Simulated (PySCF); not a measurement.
# AlSe⁺ (triplet) under other conditions

One physical setting of the base script is moved in each run, with the edits that it forces.

Computed with PySCF 2.14.0. Level: method and basis as typed in the scripts.

8 further runs of the same task are left out: 8 that didn't finish.

### 1 The system as given

AlSe⁺ (triplet): 2 atoms, charge 1, spin multiplicity 3.

Bond lengths: Al1–Se2 2.772 Å.

### 2 Base script

File input.py:

```python
from pyscf import gto, dft

mol = gto.M(
    atom='Al 0 0 0; Se 0 0 2.772',
    basis='sbkjc',
    ecp={'Al': 'sbkjc', 'Se': 'sbkjc'},
    charge=1,
    spin=2,
    verbose=4,
)
mf = dft.UKS(mol, xc='x3lyp')
mf = mf.density_fit(auxbasis='def2-universal-jkfit')
mf.kernel()
mf.mulliken_pop()
mf.dip_moment()
print('orbital energies (hartree):', [e[max(0, n-3):n+3].round(4) for e, n in zip(mf.mo_energy, mol.nelec)])
```

On the command line:

```console
OMP_NUM_THREADS=1 python input.py
```

The log of this run is left out.

It gives: E(SCF) = -11.003548 Eh, 9 cycles, ⟨S²⟩ = 2.020.

The bond length is a typed value, not an optimised one. The dipole of an ion depends on the origin. The triplet is typed in the script; nothing here shows that it is the ground state.

### 3 Charge +2 (quartet)

Edit 1 changes charge: 1 → 2; spin (2S): 2 → 3.

File input.py:

```python
from pyscf import gto, dft

mol = gto.M(
    atom='Al 0 0 0; Se 0 0 2.772',
    basis='sbkjc',
    ecp={'Al': 'sbkjc', 'Se': 'sbkjc'},
    charge=2,
    spin=3,
    verbose=4,
)
mf = dft.UKS(mol, xc='x3lyp')
mf = mf.density_fit(auxbasis='def2-universal-jkfit')
mf.kernel()
mf.mulliken_pop()
mf.dip_moment()
print('orbital energies (hartree):', [e[max(0, n-3):n+3].round(4) for e, n in zip(mf.mo_energy, mol.nelec)])
```

On the command line:

```console
OMP_NUM_THREADS=1 python input.py
```

### 4 Bond 5.544 Å

Edit 2 changes bond length: 2.772 Å → 5.544 Å.

input.py, as its differences from that of step 2:

```diff
@@ -3,3 +3,3 @@
 mol = gto.M(
-    atom='Al 0 0 0; Se 0 0 2.772',
+    atom='Al 0 0 0; Se 0 0 5.544',
     basis='sbkjc',
```

### 5 Bond 3.105 Å

Edit 3 changes bond length: 2.772 Å → 3.105 Å.

input.py, as its differences from that of step 2:

```diff
@@ -3,3 +3,3 @@
 mol = gto.M(
-    atom='Al 0 0 0; Se 0 0 2.772',
+    atom='Al 0 0 0; Se 0 0 3.105',
     basis='sbkjc',
```

### 6 Bond 8.316 Å

Edit 4 changes bond length: 2.772 Å → 8.316 Å.

input.py, as its differences from that of step 2:

```diff
@@ -3,3 +3,3 @@
 mol = gto.M(
-    atom='Al 0 0 0; Se 0 0 2.772',
+    atom='Al 0 0 0; Se 0 0 8.316',
     basis='sbkjc',
```

Q: Predict the outcome of this session. Wanted: for each run, E(SCF); from base; gap, α spin.

The runs gave:

| run | E(SCF) (hartree) | from base (eV) | cycles | gap, α spin (eV) |
| --- | --- | --- | --- | --- |
| base | -11.003548 | 0 | 9 | 4.51 |
| charge +2 (quartet) | -10.471829 | +14.4688 | 8 | 6.18 |
| bond 5.544 Å | -10.994828 | +0.2373 | 10 | 2.13 |
| bond 3.105 Å | -10.998650 | +0.1333 | 10 | 4.06 |
| bond 8.316 Å | -10.992351 | +0.3047 | 15 | 1.61 |

**Reading.** The largest comparable shift of the SCF energy, +0.305 eV, comes with the run “bond 8.316 Å”. At the SCF level, going to the quartet with one electron fewer costs 14.47 eV at fixed geometry, which need not be the lowest ionisation. With bond 5.544 Å the frontier gap moves by over 1.5 eV, which can mean another electronic state rather than the bond length alone. With bond 8.316 Å the frontier gap moves by over 1.5 eV, which can mean another electronic state rather than the bond length alone.
